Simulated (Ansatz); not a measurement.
**CO on Ag (Silver) (111)**

One table from this session's results is given with a row withheld; the runs are named, their logs left out.

Computed with Ansatz 0.2.0 (DFT PBE+D3(BJ), scalar-relativistic, plane waves, PAW, unless a step's input says otherwise).

2 further runs of the same task are left out: 2 set aside as unsound or not needed.

### The starting structure

Symmetry: P3m1, No. 156, trigonal system. The conventional cell has a = 2.880 Å, b = 2.880 Å, c = 24.055 Å, α = 90.00°, β = 90.00°, γ = 120.00°. Ag (site symmetry 3m) has 9 Ag at 2.88 Å in its first shell of neighbours. Ag (site symmetry 3m) is surrounded by 12 Ag at 2.86 to 2.88 Å. Ag (site symmetry 3m) is surrounded by 12 Ag at 2.86 to 2.89 Å. Ag (site symmetry 3m) is surrounded by 9 Ag at 2.88 to 2.89 Å.

Coordinates:

```
CELL_PARAMETERS angstrom
5.76063 0.00000 0.00000
-2.88031 4.98885 0.00000
0.00000 0.00000 24.05530
ATOMIC_POSITIONS crystal
Ag 0.33333 0.16667 0.35335
Ag 0.33333 0.66667 0.35335
Ag 0.83333 0.16667 0.35335
Ag 0.83333 0.66667 0.35335
Ag 0.66667 0.33333 0.45112
Ag 0.66667 0.83333 0.45112
Ag 0.16667 0.33333 0.45112
Ag 0.16667 0.83333 0.45112
Ag 0.00000 0.50000 0.54795
Ag 0.00000 0.00000 0.54795
Ag 0.50000 0.50000 0.54795
Ag 0.50000 0.00000 0.54795
Ag 0.33333 0.66667 0.64621
Ag 0.33333 0.16667 0.64621
Ag 0.83333 0.66667 0.64621
Ag 0.83333 0.16667 0.64621
```

It is a (111) slab, 7.1 Å thick as cut, with 17 Å of vacuum, in a 2×2 surface cell; its outer planes are Ag (top) and Ag (bottom). An earlier relaxation, lower half held, gave -121453.2806 eV, work function 4.50 eV.

Set-up of the first run:

Planes are indexed in the bulk's conventional cell (Fm-3m (No. 225)), a = 4.073 Å, b = 4.073 Å, c = 4.073 Å, α = 90.00°, β = 90.00°, γ = 90.00°.

The input, input.yaml:

```yaml
crystal:
  lattice:
    - [5.7606259191, 0.0, 0.0]
    - [-2.8803129595, 4.9888483876, 0.0]
    - [0.0, 0.0, 27.2052970504]
  atoms:
    - { symbol: Ag, position: [0.3333333333, 0.1666666667, 0.3124391542] }
    - { symbol: Ag, position: [0.3333333333, 0.6666666667, 0.3124391542] }
    - { symbol: Ag, position: [0.8333333333, 0.1666666667, 0.3124391542] }
    - { symbol: Ag, position: [0.8333333333, 0.6666666667, 0.3124391542] }
    - { symbol: Ag, position: [0.6666666667, 0.3333333333, 0.3988842931] }
    - { symbol: Ag, position: [0.6666666667, 0.8333333333, 0.3988842931] }
    - { symbol: Ag, position: [0.1666666667, 0.3333333333, 0.3988842931] }
    - { symbol: Ag, position: [0.1666666667, 0.8333333333, 0.3988842931] }
    - { symbol: Ag, position: [0.0, 0.5, 0.4845048239] }
    - { symbol: Ag, position: [0.0, 0.0, 0.4845048239] }
    - { symbol: Ag, position: [0.5, 0.5, 0.4845048239] }
    - { symbol: Ag, position: [0.5, 0.0, 0.4845048239] }
    - { symbol: Ag, position: [0.3333333333, 0.6666666667, 0.5713914689] }
    - { symbol: Ag, position: [0.3333333333, 0.1666666667, 0.5713914689] }
    - { symbol: Ag, position: [0.8333333333, 0.6666666667, 0.5713914689] }
    - { symbol: Ag, position: [0.8333333333, 0.1666666667, 0.5713914689] }
    - { symbol: C, position: [0.3333333333, 0.6666666667, 0.6544635264] }
    - { symbol: O, position: [0.3333333333, 0.6666666667, 0.6967347061] }
basis:
  ecutwfc: 420
kpoints:
  mp_grid: { grid: [6, 6, 1] }
hamiltonian:
  xc: pbe
  dispersion: d3bj
scf:
  occupations: { method: gaussian, width: 0.1 }
output:
  forces: true
  eigenvalues: true
  write_density: true
  write_potential: true
  elf: true
  volumetric_format: npy
relax:
  adjacent_minimum: "off"
  f_tol: 0.03
  max_steps: 70
  constraints: [{ sites: [0, 1, 2, 3, 4, 5, 6, 7] }]
efield:
  axis: 3
  dipole_correction: true
```

Run with:

```console
$ ansatz run input.yaml --threads 4 --pin off --max-ram 10240MiB --backend cpu --events-out ev --progress --plain --runs-dir out
```

Steps of the session up to this table: Start: CO, top (Ag); CO put at a hollow (nearest Ag) site; CO at the bridge (Ag-Ag) site; CO at the hollow (nearest Ag) site.

One table of the session follows, with a row left open; its other results are not shown here.

It belongs to the step «Adsorption of CO: the sites compared». 

| start | E_ads (eV) | height (Å) |
| --- | --- | --- |
| top (Ag) at (0.33, 0.67) | ? | ? |
| hollow (nearest Ag) at (0.00, 0.00) | -0.26 | 1.68 |
| bridge (Ag-Ag) at (0.08, 0.17) | -0.28 | 1.76 |
| hollow (nearest Ag) at (0.17, 0.33) | -0.26 | 1.68 |

Q: Estimate the row for top (Ag) at (0.33, 0.67) from the others.

The run gave: E_ads (eV): -0.36; height (Å): 2.14. In the column «E_ads (eV)» it is the lowest.

To keep in mind: A start on a symmetric site keeps its symmetry, so an end may be a saddle point and not a minimum. Spin polarisation is off in the runs that give these values; a magnetic solution could lie lower. Warnings in the runs' records: xc potential rough in thin density.
